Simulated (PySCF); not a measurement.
**Accurate constants of SeI, step by step**

Aim: bond length, wavenumber and bond energy of SeI near the limit of CCSD(T), built from two basis sets and any small corrections listed.

The runs use PySCF 2.14.0; CCSD(T) on ROHF, scalar-relativistic core potentials.

2 further runs of the same task are left out: 2 set aside as unsound or not needed.

### 1 Set-up

```
molecule             : SeI
state                : doublet, unpaired electrons π ↑
smaller basis        : Se cc-pVTZ-PP with ECP10, I cc-pVTZ-PP with ECP28
larger basis         : Se cc-pVQZ-PP with ECP10, I cc-pVQZ-PP with ECP28
frozen core orbitals : 18
extrapolation        : correlation as n⁻³ (n = 3, 4), Hartree–Fock as (n+1)·exp(−9√n)
corrections          : none
distances (Å)        : 2.1650, 2.2634, 2.3618, 2.4602, 2.5586, 2.6817, 2.8047
masses (u)           : 79.9165, 126.9045
dissociation limit   : Se + I
```

Launch:

```console
$ OMP_NUM_THREADS=4 python comp.py task.json out
```

### 2 Coupled cluster at each distance

What does the calculation give? Wanted: for each run, Re; ωe; ωexe; αe; De.

**Answer**, as computed:

```tsv
level	Re (Å)	ωe (cm⁻¹)	ωexe (cm⁻¹)	αe (cm⁻¹)	De (eV)
CCSD(T)/cc-pVTZ(-PP)	2.4822	263.7	0.719	0.000185	1.952
CCSD(T)/cc-pVQZ(-PP)	2.4683	268.7	0.710	0.000184	2.109
HF/CBS	2.4747	274.7	0.496	0.000150	0.818
MP2/CBS	2.4446	278.5	0.592	0.000172	2.195
CCSD/CBS	2.4582	274.7	0.656	0.000176	2.019
CCSD(T)/CBS	2.4611	272.1	0.708	0.000182	2.209
```

The last step gives Re = 2.4611 Å, ωe = 272.1 cm⁻¹ and De = 2.209 eV; the smaller basis alone is off from it by +21.0 mÅ and -0.26 eV. Near the minimum the mean field binds by 0.82 eV and correlation adds 1.39 eV of binding. T1 is 0.030. Spin–orbit coupling and excitations beyond (T) are left out.
